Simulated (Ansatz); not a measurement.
# BaMn2Bi2 (I4/mmm) in Ansatz: reference runs

Reference runs on BaMn2Bi2: the cell as given.

Program: Ansatz 0.2.0. These are calculated values, not measurements. Logs are shortened: lines on timing, memory, paths and dates and some standing lists are left out, and cuts for length are marked.

### Step 1. Starting point

The structure is tetragonal, space group I4/mmm (No. 139). Conventional cell: a = 4.493 Å, b = 4.493 Å, c = 14.556 Å, α = 90.00°, β = 90.00°, γ = 90.00°. Bi (site symmetry 4mm) has 4 Mn at 2.82 Å as nearest neighbours. Ba (site symmetry 4/mmm) is surrounded by 8 Bi at 3.72 Å and 8 Mn at 4.28 Å. Around Mn (site symmetry -4m2) lie 4 Bi at 2.82 Å and 4 Mn at 3.18 Å.

The cell is a database's computed one.

### Step 2. Single point, PBE, collinear spin, ferromagnetic start

File input.yaml:

```yaml
crystal:
  lattice:
    - [-2.2462852742, 2.2462852742, 7.2781801451]
    - [2.2462852742, -2.2462852742, 7.2781801451]
    - [2.2462852742, 2.2462852742, -7.2781801451]
  atoms:
    - { symbol: Bi, position: [0.633212, 0.633212, 0.0] }
    - { symbol: Bi, position: [0.366788, 0.366788, 0.0] }
    - { symbol: Ba, position: [0.0, 0.0, 0.0] }
    - { symbol: Mn, position: [0.75, 0.25, 0.5], spin: 4.0 }
    - { symbol: Mn, position: [0.25, 0.75, 0.5], spin: 4.0 }
hamiltonian:
  xc: pbe
  pseudopotentials: { kind: paw }
magnetization:
  spin_polarized: true
kpoints:
  mp_grid: { grid: [8, 8, 8] }
scf:
  occupations: { method: fermi_dirac, width: 0.05 }
output:
  forces: true
  stress: true
  eigenvalues: true
```

Potentials or basis: Ansatz PAW.

The run is started by

```console
ansatz run input.yaml --threads 2 --pin off --max-ram 5120MiB --backend cpu --events-out ev --progress --plain --runs-dir out
```

What it wrote:

```text
Warning: RAYON_NUM_THREADS=2 ignored (pool sized by the plan → 2); use --threads N
basis.fft_grid_basis auto: the FFT boxes are laid along the combinations [[1, 0, 1], [0, 1, 1], [0, 0, 1]] of the cell's own vectors, 4.493, 4.493 and 7.941 Å long. The dense box has 32×32×54 points. Along the cell's own vectors, as sized, it would have 54×54×54, 2.85 times as many. Of the 16 symmetry operations that the crystal satisfies within crystal.symmetry.tolerance (time reversal apart; of a slab, those that keep its plane) the dense box along the cell's own vectors carries 16, and the one as laid loses 12 of those. basis.fft_grid_basis: typed keeps the cell's own vectors: state it where this run's energies or levels are differenced outside the engine with another run's, or held beside a run that keeps those vectors.
Engine: ansatz 0.2.0, x86_64-unknown-linux-gnu
Pseudopotentials: kind: paw
Pseudopotential: Bi, paw, valence charge 15, recommended cutoff 420 eV (normal), Bi.paw.azcp
Pseudopotential: Ba, paw, valence charge 10, recommended cutoff 420 eV (normal), Ba.paw.azcp
Pseudopotential: Mn, paw, valence charge 15, recommended cutoff 420 eV (normal), Mn.paw.azcp
Functional definition: PBE
  parameter kappa = 0.804
  parameter beta = 0.06672455060314922
  exchange = pbe_x(kappa = kappa, mu = beta*pi^2/3)
  correlation = pbe_c(beta = beta)
Crystal: 5 atoms, lattice volume = 146.897 Å³
Basis set: ecut = 420 eV, 2873 PW (Γ), FFT grids on a1+a3, a2+a3, a3, exchange–correlation on 64×64×108 points (8 copies of the dense FFT grid, shifted against one another)
Bands: 47, of which v1, the nominal top of the filled ones, is band 35 counted from 1 (34 counted from 0)
Symmetry: 16 space group operations
Space group: I4/mmm (ITA 139), of the structure as read, at distance tolerance 5.3e-5 Å
Magnetic group: BNS 139.531 (UNI 1191), of the structure as read, at distance tolerance 5.3e-5 Å
k-points: 59 of 512
Non-local potential: Bi, projectors of the file, l = 0: 2, l = 1: 2, l = 2: 2, l = 3: 2
Non-local potential: Ba, projectors of the file, l = 0: 3, l = 1: 2, l = 2: 2, l = 3: 2
Non-local potential: Mn, projectors of the file, l = 0: 3, l = 1: 2, l = 2: 3, l = 3: 1
PAW form: soft (Blöchl's): semilocal exchange-correlation on the pseudo side does not see the compensation charge
PAW one-centre angular grid: Bi, 590 points (default); XC on 64 Gauss nodes
PAW one-centre angular grid: Ba, 194 points (default); XC on 64 Gauss nodes
PAW one-centre angular grid: Mn, 590 points (default); XC on 64 Gauss nodes
Initial density: superposition of atomic densities (chi_scale 0.1, normalization cell, long waves kept (reshape's long-wave potential 0.02 eV rms))
Starting moments: Σ|m| = 8 μB on 2 of 5 sites
Initial wavefunctions: pseudopotential atomic-orbital guess
Functional: x = pbe(κ = 0.804, μ = 0.2195149727645171), c = pbe(β = 0.06672455060314922)
SCF iter   1: F=—  HF=-38540.887573 eV  |F-HF|=—  |Δ(HF+E_count)|=         —  Δρ=3.52e-2 (↑3.52e-2 ↓1.53e-2)  dr2=4.47e0  dr2_m=3.90e-1  M=8.416 μB ∫|m|=8.753 μB  β_m=0.30  ethr=3.10e-3  ⟨swp⟩=10.8  Hψ=27641  notcnv=0  defer=21
Mixer restart at iter 1: flushing history
preconditioner: auto → Kerker (q_TF=auto, 2.411 Å⁻¹)  [metal: Δε(μ)=0.005 eV  Ē_g=13.572 eV  σ=0.050 eV  W_gap=0.03  n_scr=32 (ndim 8)  ℏωp=22.1 eV  f_vac=0.000  D(μ)=5.59/eV (n_scr^D=42)]
spin=Collinear: Kerker preconditioning applied to the charge; magnetization (m = ρ↑ − ρ↓) channel mixes plain (no charge-response kernel on spin).
SCF iter   2: F=—  HF=-38540.852646 eV  |F-HF|=—  |Δ(HF+E_count)|=   3.49e-2  Δρ=1.89e-2 (↑1.89e-2 ↓1.11e-2)  dr2=2.21e0  dr2_m=9.78e-2  M=8.369 μB ∫|m|=8.715 μB  β_m=0.51  ethr=3.10e-3  ⟨swp⟩=2.9  Hψ=8857  notcnv=0  defer=259
SCF iter   3: F=—  HF=-38540.808539 eV  |F-HF|=—  |Δ(HF+E_count)|=   4.41e-2  Δρ=6.07e-3 (↑4.45e-3 ↓6.07e-3)  dr2=2.84e-1  dr2_m=3.82e-3  M=8.248 μB ∫|m|=8.638 μB  β_m=0.59  ethr=3.10e-3  ⟨swp⟩=3.8  Hψ=10121  notcnv=0  defer=261
SCF iter   4: F=—  HF=-38540.806614 eV  |F-HF|=—  |Δ(HF+E_count)|=         —  Δρ=4.43e-3 (↑4.43e-3 ↓3.05e-3)  dr2=3.72e-2  dr2_m=1.25e-2  M=8.181 μB ∫|m|=8.598 μB  β_m=0.59  ethr=4.06e-4  ⟨swp⟩=3.6  Hψ=11307  notcnv=0  defer=273
Mixer restart at iter 4: flushing history
SCF iter   5: F=—  HF=-38540.803034 eV  |F-HF|=—  |Δ(HF+E_count)|=   3.58e-3  Δρ=1.77e-3 (↑1.14e-3 ↓1.77e-3)  dr2=1.76e-2  dr2_m=1.08e-3  M=8.207 μB ∫|m|=8.613 μB  β_m=0.75  ethr=5.32e-5  ⟨swp⟩=2.1  Hψ=10274  notcnv=0  defer=278
SCF iter   6: F=—  HF=-38540.804780 eV  |F-HF|=—  |Δ(HF+E_count)|=   1.75e-3  Δρ=1.65e-3 (↑1.65e-3 ↓1.19e-3)  dr2=9.10e-3  dr2_m=1.44e-4  M=8.247 μB ∫|m|=8.640 μB  β_m=0.65  ethr=2.51e-5  ⟨swp⟩=2.0  Hψ=8401  notcnv=0  defer=278
SCF iter   7: F=—  HF=-38540.805302 eV  |F-HF|=—  |Δ(HF+E_count)|=   5.22e-4  Δρ=6.86e-4 (↑5.09e-4 ↓6.86e-4)  dr2=1.33e-3  dr2_m=3.27e-4  M=8.267 μB ∫|m|=8.654 μB  β_m=0.83  ethr=1.30e-5  ⟨swp⟩=2.0  Hψ=10604  notcnv=0  defer=282
SCF iter   8: F=—  HF=-38540.805754 eV  |F-HF|=—  |Δ(HF+E_count)|=   4.52e-4  Δρ=2.37e-4 (↑1.33e-4 ↓2.37e-4)  dr2=2.12e-4  dr2_m=6.38e-6  M=8.287 μB ∫|m|=8.668 μB  β_m=0.91  ethr=1.90e-6  ⟨swp⟩=2.0  Hψ=8124  notcnv=0  defer=282
SCF iter   9: F=—  HF=-38540.805811 eV  |F-HF|=—  |Δ(HF+E_count)|=   5.65e-5  Δρ=1.26e-4 (↑4.80e-5 ↓1.26e-4)  dr2=3.52e-5  dr2_m=7.50e-6  M=8.284 μB ∫|m|=8.665 μB  β_m=0.96  ethr=3.02e-7  ⟨swp⟩=2.0  Hψ=9105  notcnv=0  defer=282
SCF iter  10: F=—  HF=-38540.805824 eV  |F-HF|=—  |Δ(HF+E_count)|=   1.31e-5  Δρ=2.10e-5 (↑2.10e-5 ↓1.60e-5)  dr2=3.45e-6  dr2_m=5.85e-8  M=8.283 μB ∫|m|=8.664 μB  β_m=0.98  ethr=5.03e-8  ⟨swp⟩=2.0  Hψ=7633  notcnv=0  defer=282
SCF iter  11: F=—  HF=-38540.805824 eV  |F-HF|=—  |Δ(HF+E_count)|=   7.71e-7  Δρ=9.87e-6 (↑9.87e-6 ↓7.08e-6)  dr2=5.34e-7  dr2_m=5.85e-9  M=8.282 μB ∫|m|=8.664 μB  β_m=0.99  ethr=4.93e-9  ⟨swp⟩=2.0  Hψ=8375  notcnv=0  defer=282
SCF iter  12: F=—  HF=-38540.805824 eV  |F-HF|=—  |Δ(HF+E_count)|=   1.11e-8  Δρ=2.98e-6 (↑2.93e-6 ↓2.98e-6)  dr2=3.46e-8  dr2_m=8.81e-9  M=8.282 μB ∫|m|=8.664 μB  β_m=0.99  ethr=7.64e-10  ⟨swp⟩=2.0  Hψ=8288  notcnv=0  defer=282
SCF iter  13: F=-38540.805824 eV  HF=-38540.805824 eV  |F-HF|=3.48e-8  |Δ(HF+E_count)|=   1.05e-8  Δρ=2.30e-6 (↑1.65e-6 ↓2.30e-6)  dr2=4.04e-8  dr2_m=3.43e-10  M=8.282 μB ∫|m|=8.664 μB  ethr=4.95e-11  ⟨swp⟩=12.9  Hψ=27599  notcnv=0
SCF 1 converged in 13 iterations: F = -38540.805824 eV  dr2 = 4.04e-8
WARN: an SCF from antiferromagnetic starting moments (0.00, 0.00, 0.00, -4.00, 4.00 Bohr magnetons, atom by atom) was not made, by what the run has read of turns of its moments that order reads lower: the deck asks for what bars it, or types moments that do (magnetization.spin_polarized, in the input reference, names some of the keys), or the run goes by scf.lower_state_search: light, the default, which as a rule tries one only behind a close that has lost an order of both signs, or on which an open d or half-filled 4f shell of a PAW file has lost a moment that was set nearer to Hund's than to what is left; or, under a Hubbard U, one that names an f shell that the input leaves bare beside given moments, or a larger moment for a shell of low spin that is given one. standard, with a start from the atoms, tries one behind each close (in a relaxation, ahead of its steps or at their end). To set out from that order, type those moments (crystal.atoms[].spin; where shells were raised to Hund's moment, beside crystal.symmetry.detect: false) under scf.lower_state_search: light. The bands of the close that named these starting moments, or of the one ahead of a search that led to it (under cold or Methfessel-Paxton smearing those of the Gaussian ahead of it) read a cost of -440.83 meV for the turn to them, carried on from a small turn (-440.83 by the pairs of d shells alone)
SCF converged after 13 iterations
Magnetization: 8.2824 μB (39.1412 up, 30.8588 down)
Absolute magnetization: 8.6727 μB (∫|ρ↑−ρ↓|, with the PAW one-centre terms)
Spin contamination: 0.2713 ħ² per cell (⟨S²⟩ above its minimum at these occupations)
Per-site moments (μB) at R_I (Å): [(-0.0459981144943247, 1.162037132014583), (-0.04599811449432426, 1.1620371320145833), (0.05923375108481613, 1.5352335398094556), (3.897606878286643, 1.162037132014583), (3.897606878286642, 1.162037132014583)]
Free energy (F): -38540.805824 eV
Harris-Foulkes:  -38540.805824 eV  (|F-HF|=3.48e-8)
Internal energy: -38540.762985 eV  (E = F + TS)
E sigma→0 (E₀):  -38540.784405 eV
Entropy (-TS):   -0.042840 eV (-8.568 meV/atom)
Fermi energy:    10.357635 eV
--- Per-component energies (eV) ---
  E_band       = -850.067236
  E_kinetic    = 1377.374053
  E_local      = -9550.078474  (includes V_loc(G=0)·N_el)
  E_nonlocal   = 1674.714329
  E_hartree    = 3790.539058
  E_xc         = -691.906196
  E_vxc        = -707.531506  (∫ρ·V_xc dr)
  E_paw        = -29166.058011  (= ΣΔE_a)
  E_vpaw       = -1225.641812  (= ΣTr[D̂ρ^β])
  E_aug_tail   = -0.000896  (compensation charges beyond the density's cutoff)
  E_ewald      = -5975.346849
  E_smearing   = -0.042840  (= −TS)
  E_closure    = 0.000000  (closes the sum)
  Σ components = -38540.805824   (vs F -38540.805824, Δ=0.00e0)
--- Forces (eV/Å), atoms counted from 1 ---
  atom   1  Bi    -0.00000000     0.00000000    -0.18557695
  atom   2  Bi    -0.00000000    -0.00000000     0.18557695
  atom   3  Ba     0.00000000     0.00000000     0.00000000
  atom   4  Mn     0.00000000    -0.00000000     0.00000000
  atom   5  Mn     0.00000000     0.00000000     0.00000000
  max |Σ_I F_I| component: 1.11e-16 eV/Å
--- Stress (GPa, compression-positive) ---
        0.877688       0.000000       0.000000
        0.000000       0.877688       0.000000
        0.000000       0.000000      -0.662311
  P = ⅓ Tr σ = 0.3644 GPa (3.644 kbar)
--- Band table (eV; the first three rows and the last of 118) ---
  k-point 0 ↑: bands = ["-70.9396", "-70.9361", "-39.8345", "-39.8299", "-39.6402", "-39.6402", "-39.6155", "-39.6155", "-18.1009", "-11.9814", "-11.9814", "-11.9764", "-11.9764", "-11.9713", "-11.9677", "-11.9609", "-11.9359", "-11.9358", "-11.9319", "-3.3813", "-3.2446", "-3.2446", "-1.1280", "-0.0459", "5.3966", "6.8274", "6.9002", "6.9002", "7.1607", "7.7223", "7.7223", "7.7526", "7.7836", "8.2988", "8.7536", "9.0674", "9.0674", "10.6422", "11.3438", "11.3438", "11.3533", "11.7459", "12.8302", "13.1448", "13.2969", "13.9840", "14.1734"]
  k-point 1 ↑: bands = ["-70.9394", "-70.9364", "-39.8342", "-39.8302", "-39.6406", "-39.6363", "-39.6195", "-39.6152", "-18.0968", "-11.9823", "-11.9818", "-11.9774", "-11.9761", "-11.9683", "-11.9653", "-11.9599", "-11.9367", "-11.9347", "-11.9330", "-3.3509", "-3.3220", "-3.2793", "-0.9495", "-0.0647", "5.6122", "6.6879", "6.9206", "6.9636", "7.2422", "7.3932", "7.6929", "7.7659", "7.8473", "8.2252", "8.2639", "8.8574", "9.1225", "10.0969", "10.1278", "11.5384", "11.9996", "12.4792", "13.2069", "13.3374", "13.5117", "14.1727", "14.5288"]
  k-point 2 ↑: bands = ["-70.9387", "-70.9370", "-39.8333", "-39.8310", "-39.6415", "-39.6291", "-39.6268", "-39.6145", "-18.0870", "-11.9854", "-11.9824", "-11.9796", "-11.9752", "-11.9614", "-11.9598", "-11.9575", "-11.9379", "-11.9363", "-11.9313", "-3.4380", "-3.3621", "-3.2870", "-0.5985", "-0.0725", "5.8319", "6.5614", "6.6264", "7.1474", "7.2038", "7.4283", "7.5712", "7.6734", "7.6879", "8.0249", "8.0628", "8.3493", "9.0695", "9.4716", "9.6453", "11.0509", "12.2677", "12.9432", "12.9622", "13.2558", "13.4350", "13.9078", "15.2869"]
  k-point 58 ↓: bands = ["-66.8105", "-66.8063", "-35.6989", "-35.6929", "-35.6313", "-35.6313", "-35.6014", "-35.6014", "-18.0766", "-11.9952", "-11.9952", "-11.9835", "-11.9835", "-11.9780", "-11.9753", "-11.9726", "-11.9495", "-11.9487", "-11.9475", "-3.4069", "-3.1943", "-3.1943", "-0.6181", "-0.5760", "7.3067", "7.3364", "8.6616", "8.6616", "8.9279", "8.9279", "10.0861", "10.1386", "10.4699", "11.3629", "11.7045", "11.7045", "12.0228", "12.0643", "12.4239", "12.6860", "12.6860", "13.1168", "14.0736", "14.1719", "14.3870", "14.9083", "15.2601"]
```

It took 78 s on 2 threads of Intel Xeon at 2.50GHz (Skylake/Cascade Lake), shared host; peak memory 0.88 GiB.

Results:

* Free energy: -38540.8058 eV
* Pressure: 0.4 GPa
* Largest force: 0.186 eV/Å
* Band gap on the k mesh: none (metal or under the smearing width)
* Net moment: 8.28 μB per cell
* Absolute moment: 8.67 μB per cell
* Site moments: Bi -0.05; Ba +0.06; Mn +3.90 μB

Forces on the atoms (eV/Å):
```
Bi   0.000  0.000 -0.186
Bi   0.000  0.000  0.186
Ba   0.000  0.000  0.000
Mn   0.000  0.000  0.000
Mn   0.000  0.000  0.000
```

Caveat: the magnetic or orbital state may not be the lowest; spin-orbit coupling is left out, which moves the levels of the heavy elements.
